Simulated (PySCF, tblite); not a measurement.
**C5H12B2: geometry, infrared bands and NMR shifts**

What infrared bands and NMR shifts should C5H12B2 (`BBCCC1CC1`) show?

Programs: tblite 0.8.0 and PySCF 2.14.0, with density-fitted response routines of our own. Each step states its level of theory. These are calculated values for one molecule in the gas phase, unless marked as measured. Atoms count from 0, in the outputs and in this text.

## (1) The starting structure

19 atoms, charge 0, multiplicity 1; geometry from: force field or distance geometry start.

Bonds of the start (Å): B0–B1 1.67, B1–C2 1.59, C2–C3 1.54, C3–C4 1.54, C4–C5 1.51, C5–C6 1.52, C6–C4 1.52, B0–H7 1.18, B0–H8 1.18, B1–H9 1.17, C2–H10 1.12, C2–H11 1.11, C3–H12 1.12, C3–H13 1.10, C4–H14 1.11, C5–H15 1.12, C5–H16 1.10, C6–H17 1.10, C6–H18 1.11.

## (2) Optimising the geometry with GFN2-xTB

Job settings and geometry (Å):

```
{"job": {"kind": "relax", "xc": "GFN2-xTB", "basis": "xTB"}, "charge": 0, "multiplicity": 1}
B      3.189300     0.622800    -0.055800
B      2.214900    -0.097700    -1.206300
C      0.812300    -0.728700    -0.801700
C     -0.205800     0.370100    -0.432500
C     -1.566500    -0.270100    -0.091900
C     -1.781500    -0.666600     1.351200
C     -2.465700     0.572600     0.791200
H      4.248200     1.050000    -0.354300
H      2.811300     0.718400     1.062400
H      2.625700    -0.230700    -2.292700
H      0.418000    -1.298900    -1.679400
H      0.939200    -1.431500     0.045700
H      0.179000     0.952400     0.447700
H     -0.339100     1.057800    -1.282600
H     -2.098000    -0.877700    -0.854100
H     -0.941900    -0.441400     2.061600
H     -2.452200    -1.531100     1.500900
H     -2.043400     1.522400     1.163900
H     -3.553800     0.435200     0.619200
```

Started as:

```sh
$ OMP_NUM_THREADS=1 python probes_run.py task.json out
```

This one command runs all jobs of the session in turn.

Output:

```text
step      E/eV     max force
  0    -522.35467    1.496
  1    -522.50286    0.950
  2    -522.63366    0.509
  3    -522.65386    0.354
  4    -522.68372    0.416
  5    -522.69601    0.361
  6    -522.70496    0.176
  7    -522.70763    0.132
  8    -522.70915    0.105
  9    -522.71007    0.090
 10    -522.71082    0.069
 11    -522.71153    0.060
 12    -522.71219    0.085
 13    -522.71270    0.065
 14    -522.71308    0.043
 15    -522.71343    0.041
 16    -522.71379    0.058
 17    -522.71411    0.057
 18    -522.71441    0.040
 19    -522.71470    0.043
 20    -522.71495    0.035
 21    -522.71513    0.036
 22    -522.71524    0.021
 23    -522.71530    0.020
 24    -522.71535    0.017
 25    -522.71538    0.015
 26    -522.71541    0.016
 27    -522.71546    0.027
 28    -522.71554    0.034
 29    -522.71564    0.033
 30    -522.71577    0.031
 31    -522.71588    0.024
 32    -522.71598    0.025
 33    -522.71608    0.022
 34    -522.71618    0.027
 35    -522.71628    0.023
 36    -522.71637    0.024
 37    -522.71647    0.026
 38    -522.71658    0.023
 39    -522.71668    0.027
 40    -522.71677    0.031
 41    -522.71687    0.030
 42    -522.71698    0.028
 43    -522.71713    0.028
 44    -522.71731    0.047
 45    -522.71760    0.066
 46    -522.71806    0.072
 47    -522.71877    0.089
 48    -522.71984    0.094
 49    -522.72156    0.110
 50    -522.72434    0.185
 51    -522.72848    0.287
 52    -522.71745    0.724
 53    -522.73695    0.252
 54    -522.74358    0.217
 55    -522.76585    0.494
 56    -522.78305    0.429
 57    -522.81798    0.451
 58    -522.83786    0.742
 59    -522.87715    0.659
 60    -522.90873    0.540
 61    -522.93105    0.543
 62    -522.96080    0.492
 63    -522.98478    0.355
 64    -523.00533    0.239
 65    -523.01792    0.264
 66    -523.02552    0.209
 67    -523.03311    0.201
 68    -523.03943    0.159
 69    -523.04364    0.128
 70    -523.04933    0.119
 71    -523.05418    0.144
 72    -523.05804    0.124
 73    -523.06060    0.118
 74    -523.06293    0.106
 75    -523.06536    0.095
 76    -523.06744    0.124
 77    -523.06900    0.079
 78    -523.07037    0.082
 79    -523.07196    0.083
 80    -523.07359    0.078
 81    -523.07482    0.087
 82    -523.07586    0.082
 83    -523.07705    0.077
 84    -523.07845    0.091
 85    -523.07986    0.089
 86    -523.08116    0.093
 87    -523.08241    0.083
 88    -523.08357    0.068
 89    -523.08455    0.078
 90    -523.08539    0.077
 91    -523.08627    0.085
 92    -523.08745    0.105
 93    -523.08887    0.123
 94    -523.09009    0.083
 95    -523.09088    0.062
 96    -523.09148    0.054
 97    -523.09214    0.089
 98    -523.09285    0.091
 99    -523.09341    0.051
100    -523.09372    0.040
101    -523.09392    0.038
102    -523.09414    0.052
103    -523.09443    0.051
104    -523.09477    0.039
105    -523.09510    0.047
106    -523.09542    0.048
107    -523.09580    0.054
108    -523.09629    0.058
109    -523.09678    0.055
110    -523.09711    0.037
111    -523.09728    0.027
112    -523.09738    0.021
113    -523.09747    0.021
114    -523.09756    0.025
115    -523.09767    0.026
116    -523.09781    0.023
117    -523.09793    0.025
118    -523.09802    0.016
119    -523.09807    0.013
120    -523.09811    0.013
121    -523.09816    0.017
122    -523.09822    0.019
123    -523.09827    0.014
124    -523.09831    0.016
125    -523.09835    0.015
126    -523.09839    0.015
127    -523.09843    0.016
128    -523.09846    0.011
129    -523.09849    0.013
130    -523.09853    0.017
131    -523.09860    0.022
132    -523.09869    0.028
133    -523.09879    0.024
134    -523.09888    0.021
135    -523.09898    0.023
136    -523.09910    0.027
137    -523.09926    0.034
138    -523.09950    0.043
139    -523.09984    0.046
140    -523.10026    0.042
141    -523.10066    0.045
142    -523.10100    0.036
143    -523.10125    0.033
144    -523.10144    0.028
145    -523.10161    0.025
146    -523.10174    0.031
147    -523.10187    0.036
148    -523.10200    0.031
149    -523.10222    0.030
150    -523.10240    0.035
151    -523.10269    0.039
152    -523.10301    0.048
153    -523.10340    0.059
154    -523.10284    0.112
155    -523.10417    0.051
156    -523.10472    0.056
157    -523.10552    0.308
158    -523.10901    0.119
159    -523.11102    0.137
160    -523.10963    0.460
161    -523.11740    0.141
162    -523.12076    0.143
163    -523.12588    0.472
164    -523.13149    0.165
165    -523.13464    0.109
166    -523.14051    0.300
167    -523.14315    0.252
168    -523.14543    0.218
169    -523.14836    0.132
170    -523.14998    0.123
171    -523.15259    0.124
172    -523.15373    0.138
173    -523.15486    0.076
174    -523.15510    0.081
175    -523.15582    0.050
176    -523.15628    0.048
177    -523.15662    0.040
178    -523.15684    0.032
179    -523.15699    0.028
180    -523.15711    0.040
181    -523.15725    0.045
182    -523.15739    0.041
183    -523.15753    0.027
184    -523.15764    0.021
185    -523.15772    0.026
186    -523.15781    0.030
187    -523.15791    0.027
188    -523.15804    0.025
189    -523.15818    0.030
190    -523.15834    0.026
191    -523.15848    0.032
192    -523.15860    0.031
193    -523.15869    0.023
194    -523.15878    0.024
195    -523.15890    0.028
196    -523.15906    0.027
197    -523.15926    0.029
198    -523.15946    0.029
199    -523.15970    0.033
200    -523.15998    0.034
201    -523.16034    0.048
202    -523.16047    0.045
203    -523.16101    0.045
204    -523.16145    0.049
205    -523.16209    0.071
206    -523.16250    0.062
207    -523.16307    0.069
208    -523.16370    0.054
209    -523.16434    0.047
210    -523.16496    0.052
211    -523.16541    0.035
212    -523.16559    0.048
213    -523.16570    0.044
214    -523.16584    0.026
215    -523.16594    0.027
216    -523.16602    0.020
217    -523.16605    0.016
218    -523.16608    0.012
219    -523.16611    0.007
```

Run time: 1.9 s. Hardware: 1 thread of Arm Neoverse N1, shared host; peak memory 0.18 GiB.

The steps of the relaxation: (not every step is listed)

```
step  energy from step 0 (eV)  largest force (eV/Å)
   0                   0.0000                1.4962
   1                  -0.1482                0.9504
   2                  -0.2790                0.5085
   3                  -0.2992                0.3535
   4                  -0.3290                0.4162
   5                  -0.3413                0.3612
   6                  -0.3503                0.1759
   7                  -0.3530                0.1324
   8                  -0.3545                0.1048
  28                  -0.3609                0.0340
  48                  -0.3652                0.0942
  68                  -0.6848                0.1593
  88                  -0.7289                0.0680
 108                  -0.7416                0.0579
 128                  -0.7438                0.0112
 148                  -0.7473                0.0309
 168                  -0.7908                0.2177
 188                  -0.8034                0.0249
 208                  -0.8090                0.0545
 214                  -0.8112                0.0256
 215                  -0.8113                0.0270
 216                  -0.8113                0.0199
 217                  -0.8114                0.0157
 218                  -0.8114                0.0119
 219                  -0.8114                0.0073
```

Distances of close pairs at the start and the end, largest changes first:

| bond | before (Å) | after (Å) | change (Å) |
| --- | --- | --- | --- |
| B0–B1 | 1.671 | 1.622 | -0.049 |
| C5–H15 | 1.123 | 1.080 | -0.043 |
| C3–H12 | 1.123 | 1.092 | -0.032 |
| C6–H18 | 1.110 | 1.079 | -0.031 |
| C3–C4 | 1.542 | 1.511 | -0.030 |
| C4–H14 | 1.110 | 1.085 | -0.026 |
| C5–H16 | 1.104 | 1.080 | -0.025 |
| C6–H17 | 1.104 | 1.080 | -0.025 |

The end geometry stands in the next job.

## (3) Vibrational analysis with GFN2-xTB

Job settings and geometry (Å):

```
{"job": {"kind": "ir", "xc": "GFN2-xTB", "basis": "xTB"}, "charge": 0, "multiplicity": 1}
B      3.052699     1.022575    -0.508820
B      2.337294    -0.358071    -0.971417
C      0.796362    -0.692694    -0.809721
C     -0.082905     0.376420    -0.151437
C     -1.519337    -0.078137    -0.030675
C     -1.933250    -0.939177     1.124101
C     -2.404166     0.481879     1.041377
H      3.518968     1.176414     0.557582
H      3.174007     1.943945    -1.225938
H      2.956514    -1.225338    -1.476970
H      0.382470    -0.926111    -1.796502
H      0.695784    -1.621849    -0.238649
H      0.306272     0.605682     0.842589
H     -0.040673     1.296056    -0.741420
H     -1.990306    -0.288930    -0.984684
H     -1.188895    -1.181705     1.867738
H     -2.648957    -1.729521     0.955019
H     -1.979115     1.198158     1.728183
H     -3.442569     0.667536     0.812180
```

Output:

```text
mode    cm-1     km/mol
  1      28.1      0.10
  2      79.8      0.04
  3      99.7      0.07
  4     122.7      1.45
  5     188.4      0.20
  6     295.1      0.01
  7     342.3      0.06
  8     388.2      1.03
  9     431.0      2.57
 10     440.1      1.28
 11     618.5      2.21
 12     729.2     55.44
 13     783.7     98.71
 14     793.1     10.38
 15     804.3     13.53
 16     843.4     12.14
 17     879.9      4.88
 18     889.0     33.19
 19     901.8     11.31
 20     987.1      5.63
 21    1011.3      8.12
 22    1066.0      1.71
 23    1070.7      0.39
 24    1091.0     13.43
 25    1098.8      0.56
 26    1102.0     22.78
 27    1114.7      2.69
 28    1158.4      0.00
 29    1172.9      4.52
 30    1194.8      1.98
 31    1243.8      1.48
 32    1260.1      0.75
 33    1266.9      0.82
 34    1332.0      5.22
 35    1399.8      1.09
 36    1442.8      0.19
 37    1455.2     10.77
 38    1491.4      0.16
 39    1496.3      1.19
 40    2554.4    140.67
 41    2605.7     85.04
 42    2616.3    123.24
 43    2925.6     21.77
 44    2951.1     23.06
 45    2959.2     72.32
 46    2982.6     37.09
 47    3029.7     45.28
 48    3085.7     13.04
 49    3086.5     16.47
 50    3088.2     37.52
 51    3106.0     88.81
```

Run time: 0.84 s. Hardware: 1 thread of Arm Neoverse N1, shared host; peak memory 0.18 GiB.

Which atoms move in the most intense modes:

```csv
cm⁻¹,km/mol,atoms
729,55.4,"B0 34 %, H8 20 %, H7 20 %, C2 14 %"
784,98.7,"B1 27 %, H9 26 %"
2554,140.7,H9 92 %
2606,85.0,"H7 55 %, H8 40 %"
2616,123.2,"H8 52 %, H7 37 %, B0 11 %"
2959,72.3,H13 78 %
3030,45.3,H14 90 %
3106,88.8,"H17 25 %, H18 23 %, H16 21 %, H15 19 %"
```

## (4) Shielding tensors: PBE0/pcSseg-1

Same as in step 3 but for these lines:

```diff
@@ -1,2 +1,2 @@
-{"job": {"kind": "ir", "xc": "GFN2-xTB", "basis": "xTB"}, "charge": 0, "multiplicity": 1}
+{"job": {"kind": "nmr", "xc": "PBE0", "basis": "pcSseg-1"}, "charge": 0, "multiplicity": 1}
 B      3.052699     1.022575    -0.508820
```

Method: GIAO PBE0/pcSseg-1 NMR shielding, non-relativistic, gas phase.

Output:

```text
coarse grid: 15048 points
cycle   1  E = -246.9287836386  dE =  6.256e-01  |g| = 3.961e-01  |ddm| = 3.699e+00
cycle   2  E = -246.9271114164  dE =  1.672e-03  |g| = 4.273e-01  |ddm| = 7.804e-01
cycle   3  E = -246.9759946659  dE = -4.888e-02  |g| = 3.882e-02  |ddm| = 4.308e-01
cycle   4  E = -246.9763301812  dE = -3.355e-04  |g| = 1.706e-02  |ddm| = 6.208e-02
cycle   5  E = -246.9764056400  dE = -7.546e-05  |g| = 5.488e-03  |ddm| = 2.119e-02
cycle   6  E = -246.9764124981  dE = -6.858e-06  |g| = 1.044e-03  |ddm| = 5.104e-03
final grid: 142920 points
cycle   7  E = -247.0158055580  dE = -5.451e-05  |g| = 8.702e-03  |ddm| = 3.485e-02
cycle   8  E = -247.0158001804  dE =  5.378e-06  |g| = 9.956e-03  |ddm| = 1.698e-02
cycle   9  E = -247.0158260380  dE = -2.586e-05  |g| = 5.660e-04  |ddm| = 9.069e-03
cycle  10  E = -247.0158261235  dE = -8.555e-08  |g| = 1.905e-04  |ddm| = 8.282e-04
cycle  11  E = -247.0158261321  dE = -8.646e-09  |g| = 5.924e-05  |ddm| = 2.174e-04
cycle  12  E = -247.0158261330  dE = -8.409e-10  |g| = 1.218e-05  |ddm| = 6.272e-05
converged SCF energy = -247.0158261330

GIAO shielding tensors (ppm)
atom      isotropic    diamagn.    paramagn.     s11        s22        s33       span
  0 B       -7.616     195.793    -203.408   -142.402    -19.222    138.777    281.180
  1 B       -6.856     190.938    -197.794   -119.455    -15.686    114.572    234.026
  2 C      146.910     250.562    -103.652    122.823    157.352    160.556     37.733
  3 C      147.346     248.293    -100.947    123.932    143.950    174.155     50.222
  4 C      168.809     247.043     -78.233    134.482    158.219    213.727     79.245
  5 C      180.710     252.740     -72.031    148.497    176.563    217.069     68.571
  6 C      180.365     254.733     -74.368    151.839    175.105    214.150     62.311
  7 H       21.498      29.334      -7.836      8.199     25.311     30.983     22.783
  8 H       21.451      29.285      -7.833      8.286     25.209     30.859     22.573
  9 H       22.034      28.425      -6.391     11.874     25.295     28.934     17.059
 10 H       29.784      31.428      -1.644     25.639     28.688     35.024      9.385
 11 H       29.664      32.021      -2.357     24.893     30.077     34.022      9.129
 12 H       31.323      34.524      -3.201     26.475     30.594     36.900     10.425
 13 H       29.477      33.275      -3.798     24.563     28.313     35.555     10.992
 14 H       31.074      32.054      -0.979     24.761     28.835     39.627     14.866
 15 H       31.768      32.164      -0.396     26.701     28.652     39.951     13.250
 16 H       31.267      30.568       0.699     25.685     26.671     41.443     15.758
 17 H       31.704      32.054      -0.350     25.791     29.052     40.269     14.478
 18 H       31.261      30.323       0.938     25.391     26.851     41.540     16.148
```

Run time: 41 s. Hardware: 1 thread of Arm Neoverse N1, shared host; peak memory 0.81 GiB.

Shifts follow as δ = σ(reference) − σ, with reference shieldings (ppm) from runs at the same level and on the same kind of geometry: 1H TMS 31.72, 13C TMS 186.9, 11B BF3·OEt2 100.1. The references are single molecules in the gas phase. Atoms listed in one row are averaged.

```
   atoms                               environment  σ (ppm)  δ (ppm)  δ scaled to CDCl3
      C2                       sp3 CH2 bonded to B    146.9     40.0               37.1
      C3                                   sp3 CH2    147.3     39.6               36.7
      C4                three-membered-ring carbon    168.8     18.1               15.8
  C5, C6                three-membered-ring carbon    180.5      6.4                4.3
  H7, H8           hydrogen on a boron bonded to B    21.47    10.24                  –
      H9        hydrogen on a boron bonded to C, B    22.03     9.68                  –
H10, H11        hydrogen on an sp3 CH2 bonded to B    29.72     1.99               1.98
H12, H13                    hydrogen on an sp3 CH2    30.40     1.32               1.35
     H14  hydrogen on a three-membered-ring carbon    31.07     0.64               0.71
H16, H18  hydrogen on a three-membered-ring carbon    31.26     0.45               0.53
H15, H17  hydrogen on a three-membered-ring carbon    31.74    -0.02               0.09
      B0                    boron bonded to B, 2 H     -7.6    107.7                  –
      B1                   boron bonded to C, B, H     -6.9    106.9                  –
```

The scaled column applies a straight-line fit of computed shieldings to shifts measured in CDCl3 (root-mean-square error 0.16 ppm for H, 1.9 ppm for C).

Charges from the same density, by scheme (e):

```csv
atoms,Mulliken,IAO,Hirshfeld,ESP fit
B0,-0.08,-0.09,0.08,0.10
B1,0.15,0.05,0.11,0.23
C2,-0.45,-0.38,-0.13,-0.26
C3,-0.16,-0.24,-0.07,-0.10
C4,-0.30,-0.13,-0.04,-0.13
"C5, C6",-0.19,-0.30,-0.09,-0.33
```

Mayer bond orders: B0–B1 1.09, B1–C2 0.99, C2–C3 1.04, C3–C4 1.03, C4–C5 0.95, C5–C6 0.98, C6–C4 0.96.

Ring of atoms C4, C5, C6: NICS(0) -43.6, NICS(1) -8.7, NICS(1)zz -22.6 ppm (means of both faces).

In rings of three or four atoms NICS is ruled by the nearby σ bonds, so it says little on aromaticity.

## (5) Results

| quantity | value |
| --- | --- |
| strongest single infrared mode (GFN2-xTB) | 2554 cm⁻¹, 141 km/mol |
| zero-point energy (GFN2-xTB) | 98.8 kcal/mol |
| 13C shifts against TMS (PBE0/pcSseg-1, means over atoms taken as alike) | 40.0, 39.6, 18.1, 6.4 ppm |
| 1H shifts against TMS (PBE0/pcSseg-1, means over atoms taken as alike) | 10.24, 9.68, 1.99, 1.32, 0.64, 0.45, -0.02 ppm |
| 11B shifts against BF3·OEt2 (PBE0/pcSseg-1) | 107.7, 106.9 ppm |

Relaxing lowered the energy by 0.811 eV in 219 steps; the close pair that moved most is B0–B1, from 1.671 to 1.622 Å. No mode is imaginary among the 51: a minimum at this level. The strongest single mode, at 2554 cm⁻¹, moves mainly H9. GFN2-xTB is a fitted tight-binding method: band positions and strengths are rough. Its intensities can rank the bands wrongly. At PBE0/pcSseg-1: The largest span, 281 ppm, is at B0, where the paramagnetic term is -203 ppm.
